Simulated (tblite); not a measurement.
# C2H11BN2: the cost of one run

The runs use tblite 0.8.0 and PySCF 2.14.0, with density-fitted response routines of our own; the level of theory stands in each step. All values are computed, except where a source is named. Atoms count from 0, in the outputs and in this text.

## (1) The molecule as given

16 atoms, charge 0, multiplicity 1; geometry from: force field or distance geometry start.

Bonds of the start (Å): C0–N1 1.49, N1–C2 1.47, N1–B3 1.55, B3–N4 1.55, C0–H5 1.12, C0–H6 1.11, C0–H7 1.12, C2–H8 1.11, C2–H9 1.12, C2–H10 1.11, B3–H11 1.20, B3–H12 1.18, N4–H13 1.04, N4–H14 1.04, N4–H15 1.05.

## (2) Geometry optimisation with GFN2-xTB

The job: settings as JSON, then the geometry in Å.

```
{"job": {"kind": "relax", "xc": "GFN2-xTB", "basis": "xTB"}, "charge": 0, "multiplicity": 1}
C      0.959700     0.061800     1.449300
N      0.337400     0.538600     0.185300
C      1.398100     0.729900    -0.815900
B     -0.725600    -0.470200    -0.327300
N     -2.027600    -0.337900     0.495800
H      0.174900    -0.037700     2.240700
H      1.469400    -0.908900     1.310300
H      1.695200     0.814700     1.822200
H      2.145400     1.463900    -0.454000
H      0.946700     1.158000    -1.744000
H      1.905200    -0.223200    -1.064100
H     -0.323700    -1.602500    -0.235700
H     -0.975900    -0.265300    -1.459000
H     -1.924600    -0.815900     1.408900
H     -2.813800    -0.772100    -0.038400
H     -2.248400     0.675700     0.650800
```

On the command line:

```console
$ OMP_NUM_THREADS=1 python probes_run.py task.json out
```

This one command runs all jobs of the session in turn.

Q: Estimate the wall time of this first job on 1 thread of Intel Xeon at 2.50GHz, shared host.

About 2.8 s.
